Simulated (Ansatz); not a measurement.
**SnSe2 (CdI2 type): a single-point run**

Aim: a sound single-point run of SnSe2 (CdI2 type). The structure is shown as the input types it.

Computed with Ansatz 0.2.0 (DFT r2SCAN, scalar-relativistic, plane waves, PAW, unless a step's input says otherwise).

2 further runs of the same task are left out: 2 set aside as unsound or not needed.

## 1. Starting point

The structure is trigonal, space group P-3m1 (No. 164). Conventional cell: a = 3.841 Å, b = 3.841 Å, c = 6.506 Å, α = 90.00°, β = 90.00°, γ = 120.00°. Around Sn (site symmetry -3m) lie 6 Se at 2.72 Å. Se (site symmetry 3m) has 3 Sn at 2.72 Å as nearest neighbours.

The input asks for a charge of +4 e on the cell.

As a file:

```
CELL_PARAMETERS angstrom
3.84057 0.00000 0.00000
-1.92028 3.32603 0.00000
0.00000 0.00000 6.50637
ATOMIC_POSITIONS crystal
Sn 0.00000 0.00000 0.00000
Se 0.33333 0.66667 0.24187
Se 0.66667 0.33333 0.75813
```

## 2. The run

Input file input.yaml:

```yaml
crystal:
  lattice:
    - [3.840567761707, 2.886741408691e-11, 0.0]
    - [-1.920283880879, 3.326029246579, 0.0]
    - [0.0, 0.0, 6.5063710246]
  atoms:
    - { symbol: Sn, position: [0.0, 0.0, 0.0] }
    - { symbol: Se, position: [0.3333333333333, 0.6666666666667, 0.2418655614] }
    - { symbol: Se, position: [0.6666666666667, 0.3333333333333, 0.7581344386] }
basis:
  ecutwfc: 500
  ecutrho_ratio: 4
kpoints:
  mp_grid: { grid: [10, 10, 6] }
hamiltonian:
  xc: r2scan
scf:
  occupations: { method: gaussian, width: 0.05 }
  max_iter: 50
output:
  forces: true
  stress: true
total_charge: 4
```

Launch:

```bash
$ ansatz run input.yaml --threads 4 --pin off --max-ram 7168MiB --backend cpu --events-out ev --progress --plain --runs-dir out
```

Q: Will this input give a usable result? If not, why, and what should change?

The program finished normally. Convergence says nothing about whether the input makes sense.

Look at the input: total_charge is 4. The net charge is not the one intended, so the run treats another number of electrons.

Run again and compare: delete total_charge (the default then holds).
